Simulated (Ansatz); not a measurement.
I need a polarisability from point charges of BH3Te, SMILES B[TeH]. Use the Ansatz DFT code, driven from Python. Settings (for the species named): B3LYP, def2-SVPD basis, multiplicity 1.

```csv
atom,x (Å),y (Å),z (Å)
B,-0.0875,-0.7337,0.2562
Te,0.9904,1.2093,0.2692
H,-1.1205,-0.8176,0.9176
H,0.2799,-1.5585,-0.4684
H,-0.0124,1.8269,-1.0160
```

Script `field_bh3te.py`:
```python
"""Response of BH3Te to a pair of distant point charges."""

import ansatz as az
import numpy as np


def main() -> None:
    geometry_ang = [
        ("B", [-0.0875, -0.7337, 0.2562]),
        ("Te", [0.9904, 1.2093, 0.2692]),
        ("H", [-1.1205, -0.8176, 0.9176]),
        ("H", [0.2799, -1.5585, -0.4684]),
        ("H", [-0.0124, 1.8269, -1.016]),
    ]
    bh3te = az.Crystal.molecule()
    for symbol, xyz in geometry_ang:
        bh3te = bh3te.atom(symbol, xyz)

    model = bh3te.calculation().basis(gaussian="def2-SVPD").functional("b3lyp").accuracy("medium").forces()
    # charges +q and -q at -R and +R make a nearly even field 2 k q / R^2 at the centre
    centre = np.mean([site.position_ang for site in bh3te.cartesian_sites], axis=0)
    field = 2 * 14.399645 * 4.0 / 40.0 ** 2


    def dipole(axis, sign):
        arm = 40.0 * np.eye(3)[axis]
        pair = [{"charge": sign * 4.0, "position_ang": (centre - arm).tolist()}, {"charge": -sign * 4.0, "position_ang": (centre + arm).tolist()}]
        deck = model.input().set(az.key.basis.gaussian.point_charges, pair)
        return np.array(az.Session.from_dict(deck).plan().execute().report["charge_distribution"]["dipole_moment_e_ang"])


    print(f"field {field:.4f} V/A")
    alpha = np.array([(dipole(axis, 1) - dipole(axis, -1)) / (2 * field) * 14.399645 for axis in range(3)])
    print("polarisability tensor (A^3)")
    print(np.array2string(alpha, precision=3, suppress_small=True))
    print(f"mean {np.trace(alpha) / 3:.3f} A^3 = {np.trace(alpha) / 3 / 0.14818471:.2f} bohr^3")


if __name__ == "__main__":
    main()
```

```console
$ python field_bh3te.py
field 0.0720 V/A
polarisability tensor (A^3)
[[ 8.649  0.904 -0.281]
 [ 0.903  9.933 -0.059]
 [-0.279 -0.062  8.104]]
mean 8.896 A^3 = 60.03 bohr^3
```

Caveats:
- The settings weren't tested for convergence.
- The geometry is a force-field or estimated start, not a minimum of this method, and the basis set is short of its limit. The field of two point charges is only nearly even.
- def2 sets replace the cores of elements past krypton by effective core potentials.
- b3lyp holds the VWN-RPA fit, as in Gaussian; the form of ORCA and Turbomole is b3lyp5.
- Hardware and time: 12 s on 1 thread of Arm Neoverse V2 (shared host), peak memory 0.21 GiB.

(Lines on the test bed's own set-up are left out of the output.)
